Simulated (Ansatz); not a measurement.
# WC: the crystal squeezed far

One table from this session's results is given with a row withheld; the runs are named, their logs left out.

Computed with Ansatz 0.2.0 (DFT PBEsol, with the methods named in each step, unless a step's input says otherwise).

1 further run of the same task is left out (it didn't finish).

### The starting structure

The structure is cubic, space group Fm-3m (No. 225). Conventional cell: a = 4.309 Å, b = 4.309 Å, c = 4.309 Å, α = 90.00°, β = 90.00°, γ = 90.00°. Around W (site symmetry m-3m) lie 6 C at 2.15 Å. C (site symmetry m-3m) has 6 W at 2.15 Å as nearest neighbours.

Structure file:

```cif
data_structure
_symmetry_space_group_name_H-M 'P 1'
_symmetry_Int_Tables_number 1
_cell_length_a 3.0468
_cell_length_b 3.0468
_cell_length_c 3.0468
_cell_angle_alpha 60.000
_cell_angle_beta 60.000
_cell_angle_gamma 60.000
_cell_volume 20.00
loop_
_atom_site_label
_atom_site_type_symbol
_atom_site_fract_x
_atom_site_fract_y
_atom_site_fract_z
_atom_site_occupancy
W1 W 0.00000 0.00000 0.00000 1
C1 C 0.50000 0.50000 0.50000 1
```

Whether this phase is the stable one at these pressures isn't tested.

Atoms are numbered in the order of the input: W1, C2.

Set-up of the first run:

The input, input.yaml:

```yaml
crystal:
  lattice:
    - [0.0, 2.15443469, 2.15443469]
    - [2.15443469, 0.0, 2.15443469]
    - [2.15443469, 2.15443469, 0.0]
  atoms:
    - { symbol: W, position: [0.0, 0.0, 0.0] }
    - { symbol: C, position: [0.5, 0.5, 0.5] }
kpoints:
  mp_grid: { grid: [15, 15, 15] }
scf:
  occupations: { method: fermi_dirac, width: 0.1 }
hamiltonian:
  xc: pbesol
  pseudopotentials: { kind: paw }
output:
  forces: true
  stress: true
relax:
  f_tol: 0.005
  max_steps: 40
  cell: {}
```

Launch:

```console
> ansatz run input.yaml --threads 1 --pin off --max-ram 2048MiB --backend cpu --events-out ev --progress --plain --runs-dir out
```

Steps of the session up to this table: Cell relaxed at zero pressure, PAW; More of the same log: cell relaxed at zero pressure; Volume scaled by 1, PAW; Volume scaled by 1, PAW (partial_waves polarizable); Volume scaled by 0.94, PAW; Volume scaled by 0.88, PAW; Volume scaled by 0.8, PAW; Volume scaled by 0.72, PAW; Volume scaled by 0.64, PAW; Volume scaled by 0.55, PAW; Volume scaled by 0.55, PAW (level accurate).

One table of the session follows, with a row left open; its other results are not shown here.

```
                         method  volume over the first  volume (Å³/atom)  pressure (GPa)
                            PAW                      1            10.259            0.00
                            PAW                   0.94                 ?               ?
                            PAW                   0.88             9.028           65.37
                            PAW                    0.8             8.207          139.51
                            PAW                   0.72             7.386          255.85
                            PAW                   0.64             6.566          443.13
                            PAW                   0.55             5.642          807.74
           PAW (level accurate)                   0.55             5.642          801.57
PAW (partial_waves polarizable)                      1            10.259            0.00
```

Q: Estimate the row for PAW, 0.94 from the others.

As computed: volume (Å³/atom): 9.643; pressure (GPa): 27.50. In the column «volume (Å³/atom)» it lies between PAW, 0.88 (9.028) and PAW, 1 (10.259).
